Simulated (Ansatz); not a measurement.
**TaHO (singlet): wave-function methods side by side at distance Ta1–O2 = 1.633 Å, def2-SVP**

One table from this session's results is given with a row withheld; the runs are named, their logs left out.

Computed with Ansatz 0.2.0, Gaussian basis. Level: def2-SVP, core rule «outside noble gas», up to 5 orbitals frozen.

To be run: UHF; CCSD(T) on RHF; CCSD(T) on UHF; CISD; CCSDT(Q) on RHF; CCSDT(Q) on UHF; CASSCF and MRCISD+Q, 2 electrons in 2 orbitals; CASSCF and NEVPT2, 2 electrons in 2 orbitals.

32 further runs of the same task are left out: 10 for a known fault of the program, 3 for a mislabelled method, 14 that didn't finish, 5 set aside as unsound or not needed.

### The geometry

The geometry derives from a PBE0/def2-TZVP stationary point (not a proven minimum). One bond is set to the value named and the two fragments are kept rigid. No spin-orbit coupling is included. Elements past krypton take def2 core potentials.

3 atoms, charge 0, spin multiplicity 1.

Atoms are counted from 1 here; the program's logs count them from 0.

Bond lengths: Ta1–O2 1.633 Å, O2–H3 0.954 Å. Angles: Ta1–O2–H3 180.0°.

Set-up of the first run:

File in.yaml:

```yaml
crystal:
  periodic: [false, false, false]
  atoms:
    - {symbol: Ta, position_ang: [0.000000, 0.000000, 1.406533]}
    - {symbol: O, position_ang: [0.000000, 0.000000, -0.226467]}
    - {symbol: H, position_ang: [0.000000, 0.000000, -1.180067]}
basis:
  gaussian: {orbitals: def2-SVP}
magnetization: {spin_polarized: true, initial_magnetization: 0}
hamiltonian: {xc: hf}
output: {orbitals: {seedname: orbitals}}
```

Command:

```bash
ansatz run in.yaml --threads 1 --pin off --events-out ev --progress --plain --max-ram 2393MiB
```

Among the steps run: UHF; CCSD(T) on RHF; CCSD(T) on UHF; CISD; CCSDT(Q) on RHF; CCSDT(Q) on UHF; CASSCF and MRCISD+Q, 2 electrons in 2 orbitals; CASSCF and NEVPT2, 2 electrons in 2 orbitals.

One table of the session follows, with a row left open; its other results are not shown here.

```
   method  from RCCSDT(Q) (kcal/mol)
      RHF                    +194.32
      UHF                    +179.19
     RMP2                     +16.32
     UMP2                      +5.25
    RCCSD                      +7.68
    UCCSD                      -5.37
 RCCSD(T)                      +1.08
 UCCSD(T)                          ?
   RCCSDT                      +0.55
   UCCSDT                     -15.53
RCCSDT(Q)                          0
UCCSDT(Q)                     -16.30
```

Q: Estimate the row for UCCSD(T) from the others.

The run gave: from RCCSDT(Q) (kcal/mol): -13.05. In the column «from RCCSDT(Q) (kcal/mol)» it lies between UCCSDT (-15.53) and UCCSD (-5.37).

Not comparable, so not listed: CISD (they don't share determinant, frozen orbitals or solution with the rows shown, or repeat one).

Caveats from the session: The determinant is far from a pure spin state, so its energy mixes those of several spin states (harmless only where they are near-degenerate, as at dissociation). Left out of the table: CASSCF pair, NEVPT2 pair, MRCISD pair, MRCISD+Q pair (the active space lost an orbital or holds another state than full CI finds). The program flags UCCSD(T), UCCSDT(Q) as in doubt, so those rows may rest on another solution; read them beside their warnings. Warnings: restricted reference is unstable; spin contamination; large T1 diagnostic. Restricted and unrestricted rows rest on different reference determinants; where their highest levels disagree by more than a few hundredths of an eV, they describe different states and don't form one ladder. Warnings in the runs' records: passed over end.
